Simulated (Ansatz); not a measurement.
# ZrTi3N4: the cost of one run

Program: Ansatz 0.2.0. Level of theory: DFT PBE, scalar-relativistic, plane waves, PAW, unless a step names another level. These are calculated values, not measurements.

1 further run of the same task is left out (it didn't finish).

## 1. Starting point

It takes space group P4/mmm (No. 123, tetragonal). The conventional cell has a = 3.085 Å, b = 3.085 Å, c = 8.689 Å, α = 90.00°, β = 90.00°, γ = 90.00°. Zr (site symmetry 4/mmm) has 6 N at 2.18 to 2.24 Å as nearest neighbours. Around Ti (site symmetry 4/mmm) lie 6 N at 2.10 to 2.18 Å. Ti (site symmetry 4mm) is surrounded by 6 N at 2.06 to 2.28 Å. N (site symmetry 4mm) has 5 Ti at 2.10 to 2.18 Å and 1 Zr at 2.24 Å as nearest neighbours. Around N (site symmetry 4/mmm) lie 6 Ti at 2.06 to 2.18 Å. N (site symmetry 4/mmm) has 4 Zr at 2.18 Å and 2 Ti at 2.28 Å as nearest neighbours.

Coordinates:

```cif
data_structure
_symmetry_space_group_name_H-M 'P4/mmm'
_symmetry_Int_Tables_number 123
_cell_length_a 3.0847
_cell_length_b 3.0847
_cell_length_c 8.6891
_cell_angle_alpha 90.000
_cell_angle_beta 90.000
_cell_angle_gamma 90.000
_cell_volume 82.68
loop_
_atom_site_label
_atom_site_type_symbol
_atom_site_symmetry_multiplicity
_atom_site_Wyckoff_symbol
_atom_site_fract_x
_atom_site_fract_y
_atom_site_fract_z
_atom_site_occupancy
Zr1 Zr 1 a 0.00000 0.00000 0.00000 1
Ti1 Ti 1 b 0.00000 0.00000 0.50000 1
Ti2 Ti 2 h 0.50000 0.50000 0.26259 1
N1 N 2 g 0.00000 0.00000 0.74170 1
N2 N 1 d 0.50000 0.50000 0.50000 1
N3 N 1 c 0.50000 0.50000 0.00000 1
```

The cell was relaxed beforehand at this level, from a generated guess; it needn't be the stable form of this composition. At a tolerance of 0.05 Å it has space group P4/mmm (No. 123); it has 10.33 Å³/atom, an uncorrected energy of -1.67 eV/atom over the elements and, on its mesh, gap none (metal).

## 2. Strained cells: the elastic tensor

Input file input.yaml:

```yaml
crystal:
  lattice:
    - [3.0866095279, 0.0, 0.0]
    - [0.0, 3.0866095279, 0.0]
    - [0.0, 0.0, 8.6907707018]
  atoms:
    - { symbol: Zr, position: [0.0, 0.0, 0.0] }
    - { symbol: Ti, position: [0.0, 0.0, 0.5] }
    - { symbol: Ti, position: [0.5, 0.5, 0.262624499] }
    - { symbol: Ti, position: [0.5, 0.5, 0.737375501] }
    - { symbol: "N", position: [0.0, 0.0, 0.7417271763] }
    - { symbol: "N", position: [0.5, 0.5, 0.5] }
    - { symbol: "N", position: [0.0, 0.0, 0.2582728237] }
    - { symbol: "N", position: [0.5, 0.5, 0.0] }
basis:
  ecutwfc: 420
kpoints:
  mp_grid: { grid: [12, 12, 6] }
hamiltonian:
  xc: pbe
scf:
  occupations: { method: fermi_dirac, width: 0.15 }
output:
  forces: true
  stress: true
  eigenvalues: true
elastic:
  mode: relaxed_ion
  amplitude: 0.005
  stencil: two_point
```

The run is started by

```
$ ansatz run input.yaml --threads 4 --pin off --max-ram 8192MiB --backend cpu --events-out ev --progress --plain --runs-dir out
```

What time and memory should one allow on 4 threads of Intel Xeon 6975P-C (Granite Rapids), shared host?

About 3.6 min, with a peak of 1.2 GiB.
